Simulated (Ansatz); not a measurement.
# Al2O3 (Corundum): the cost of one run

Program: Ansatz 0.2.0. Level of theory: DFT PBE, scalar-relativistic, plane waves, PAW. These are calculated values, not measurements.

1 further run of the same task is left out (set aside as unsound or not needed).

**1. Starting point**

It takes space group R-3c (No. 167, trigonal). The conventional cell has a = 4.809 Å, b = 4.809 Å, c = 13.123 Å, α = 90.00°, β = 90.00°, γ = 120.00°. Al (site symmetry 3) is surrounded by 6 O at 1.87 to 1.99 Å. O (site symmetry 2) has 4 Al at 1.87 to 1.99 Å as nearest neighbours.

As a file:

```
Al O
1.0
     2.40435    1.38815    4.37450
    -2.40435    1.38815    4.37450
     0.00000   -2.77631    4.37450
Al O
4 6
Direct
  0.35215 0.35215 0.35215
  0.14785 0.14785 0.14785
  0.64785 0.64785 0.64785
  0.85215 0.85215 0.85215
  0.55617 0.94383 0.25000
  0.25000 0.55617 0.94383
  0.94383 0.25000 0.55617
  0.44383 0.05617 0.75000
  0.75000 0.44383 0.05617
  0.05617 0.75000 0.44383
```

This cell was relaxed beforehand with the same method: volume 8.76 Å³/atom, gap on the mesh 5.85 eV.

**2. Static run: bands, density of states and charges**

The input, input.yaml:

```yaml
crystal:
  lattice:
    - [2.404354703, 1.388154835, 4.3744984162]
    - [-2.404354703, 1.388154835, 4.3744984162]
    - [0.0, -2.77630967, 4.3744984161]
  atoms:
    - { symbol: Al, position: [0.3521453522, 0.3521453522, 0.3521453522] }
    - { symbol: Al, position: [0.1478546478, 0.1478546478, 0.1478546478] }
    - { symbol: Al, position: [0.6478546478, 0.6478546478, 0.6478546478] }
    - { symbol: Al, position: [0.8521453522, 0.8521453522, 0.8521453522] }
    - { symbol: O, position: [0.5561715154, 0.9438284846, 0.25] }
    - { symbol: O, position: [0.25, 0.5561715154, 0.9438284846] }
    - { symbol: O, position: [0.9438284846, 0.25, 0.5561715154] }
    - { symbol: O, position: [0.4438284846, 0.0561715154, 0.75] }
    - { symbol: O, position: [0.75, 0.4438284846, 0.0561715154] }
    - { symbol: O, position: [0.0561715154, 0.75, 0.4438284846] }
basis:
  ecutwfc: 420
kpoints:
  mp_grid: { grid: [6, 6, 6] }
  band_path:
    path:
      - [[0.0, 0.0, 0.0], [0.5, 0.5, 0.5], [0.76620157, 0.23379843, 0.5]]
      - [[0.5, -0.23379843, 0.23379843], [0.5, 0.0, 0.0], [0.0, 0.0, 0.0], [0.36689921, -0.36689921, 0.0]]
      - [[0.63310079, 0.0, 0.36689921], [0.5, 0.0, 0.5], [0.0, 0.0, 0.0]]
    npoints: 14
hamiltonian:
  xc: pbe
scf:
  occupations: { method: gaussian, width: 0.02 }
  n_extra_bands: 25
output:
  forces: true
  stress: true
  eigenvalues: true
  populations: true
  dos: { projected: true, de: 0.02, nscf_kmesh: { grid: [9, 9, 9] } }
  bader: true
  write_density: true
  write_potential: true
  elf: true
  volumetric_format: npy
```

Command:

```console
ansatz run input.yaml --threads 2 --pin off --max-ram 5120MiB --backend cpu --events-out ev --progress --plain --runs-dir out
```

What time and memory should one allow on 2 threads of Intel Xeon Platinum 8488C (Sapphire Rapids), shared host?

About 54 s, with a peak of 0.56 GiB.
